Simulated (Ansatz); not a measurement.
# Cl2Sn: the cost of one run

All numbers are computed with Ansatz 0.2.0, driven from Python. Level of theory: Hartree-Fock/def2-SVP.

## (1) The system

Bond lengths: Cl1–Sn2 2.386 Å, Sn2–Cl3 2.348 Å. Angles: Cl1–Sn2–Cl3 108.8°.

cl2sn.xyz, read by the script:

```xyz
3

Cl    1.17640    1.36750    0.78370
Sn   -0.71700    0.45000   -0.34060
Cl   -0.47030   -1.88230   -0.45630
```

## (2) The code

cl2sn_relaxed_scan.py reads:

```python
"""One bond of Cl2Sn held at set lengths while the rest relaxes."""

import ansatz as az
import numpy as np

BASIS_SET = "def2-SVP"
XC = "hf"

molecule = az.Crystal.molecule_from_extxyz("cl2sn.xyz")

model = (
    molecule.calculation()
    .basis(gaussian=BASIS_SET)
    .functional(XC)
    .accuracy("medium")  # preset for grids and thresholds
    .scf(lower_state_search="light")
)
symbols = [site.symbol for site in molecule.cartesian_sites]
pairs = [(0, 1), (1, 2)]
print("held (A)   E (eV)        ", "  ".join(f"{symbols[i]}{i}-{symbols[j]}{j}" for i, j in pairs))
for length in [2.19, 2.39, 2.58, 2.86, 3.22]:
    rep = model.relax(constraints=[az.DistanceConstraint((0, 1), at=length)], force_tolerance=0.02, max_steps=60).run(threads=1, pin="off").report
    xyz = np.array(rep["positions_ang"])
    print(f"{length:6.2f} {rep['free_energy_ev']:14.5f}  ", "  ".join(f"{np.linalg.norm(xyz[i] - xyz[j]):.3f}" for i, j in pairs))
```

## (3) The input behind the calls

The package turns the script's settings into the engine's input (first run):

```yaml
crystal:
  periodic: [false, false, false]
  atoms:
    - { symbol: Cl, position_ang: [1.1764, 1.3675, 0.7837] }
    - { symbol: Sn, position_ang: [-0.717, 0.45, -0.3406] }
    - { symbol: Cl, position_ang: [-0.4703, -1.8823, -0.4563] }
accuracy: medium
basis:
  gaussian:
    orbitals: def2-SVP
hamiltonian:
  xc: hf
scf:
  lower_state_search: light
relax:
  f_tol: 0.02
  max_steps: 60
  constraints:
    - { distance: [0, 1], at: 2.19 }
```

## (4) The run

Command:

```bash
$ python cl2sn_relaxed_scan.py
```

**Question.** How long does this script take on 1 thread of Arm Neoverse V1, shared host, and how much memory does it need?

About 26 s, with a peak of 0.19 GiB.
